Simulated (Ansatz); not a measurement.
# AlGa2N2: the cost of one run

Program: Ansatz 0.2.0. Level of theory: DFT PBE, scalar-relativistic, plane waves, PAW. These are calculated values, not measurements.

2 further runs of the same task are left out: 1 that didn't finish, 1 set aside as unsound or not needed.

### 1 The starting structure

It takes space group R-3m (No. 166, trigonal). The conventional cell has a = 4.223 Å, b = 4.223 Å, c = 14.864 Å, α = 90.00°, β = 90.00°, γ = 120.00°. Al (site symmetry -3m) has 2 N at 1.89 Å in its first shell of neighbours. Around Ga (site symmetry 3m) lie 3 Al at 2.44 Å and 3 Ga at 2.44 Å. N (site symmetry 3m) is surrounded by 1 Al at 1.89 Å.

As a file:

```cif
data_structure
_symmetry_space_group_name_H-M 'P 1'
_symmetry_Int_Tables_number 1
_cell_length_a 5.5222
_cell_length_b 5.5222
_cell_length_c 5.5222
_cell_angle_alpha 44.961
_cell_angle_beta 44.961
_cell_angle_gamma 44.961
_cell_volume 76.52
loop_
_atom_site_label
_atom_site_type_symbol
_atom_site_fract_x
_atom_site_fract_y
_atom_site_fract_z
_atom_site_occupancy
Al1 Al 0.50000 0.50000 0.50000 1
Ga1 Ga 0.16862 0.16862 0.16862 1
Ga2 Ga 0.83138 0.83138 0.83138 1
N1 N 0.37283 0.37283 0.37283 1
N2 N 0.62717 0.62717 0.62717 1
```

Recipe of the guess: random cell by space group and Wyckoff sites (R-3m, No. 166). Its size is a rough estimate.

### 2 The guess as it stands, on a coarse mesh

input.yaml reads:

```yaml
crystal:
  lattice:
    - [2.11150108, 1.21907572, 4.95482123]
    - [-2.11150108, 1.21907572, 4.95482123]
    - [0.0, -2.43815144, 4.95482123]
  atoms:
    - { symbol: Al, position: [0.5, 0.5, 0.5] }
    - { symbol: Ga, position: [0.16862062, 0.16862062, 0.16862062] }
    - { symbol: Ga, position: [0.83137938, 0.83137938, 0.83137938] }
    - { symbol: "N", position: [0.37283239, 0.37283239, 0.37283239] }
    - { symbol: "N", position: [0.62716761, 0.62716761, 0.62716761] }
basis:
  ecutwfc: 420
kpoints:
  mp_grid: { grid: [6, 6, 6] }
hamiltonian:
  xc: pbe
scf:
  occupations: { method: gaussian, width: 0.1 }
  lower_state_search: "off"
output:
  forces: true
  stress: true
  eigenvalues: true
```

On the command line:

```bash
$ ansatz run input.yaml --threads 1 --pin off --max-ram 2560MiB --backend cpu --events-out ev --progress --plain --runs-dir out
```

**Question.** How long does this run take on 1 thread of Intel Xeon at 2.50GHz (Skylake/Cascade Lake), shared host, and how much memory does it need?

About 6.7 s, with a peak of 0.41 GiB.
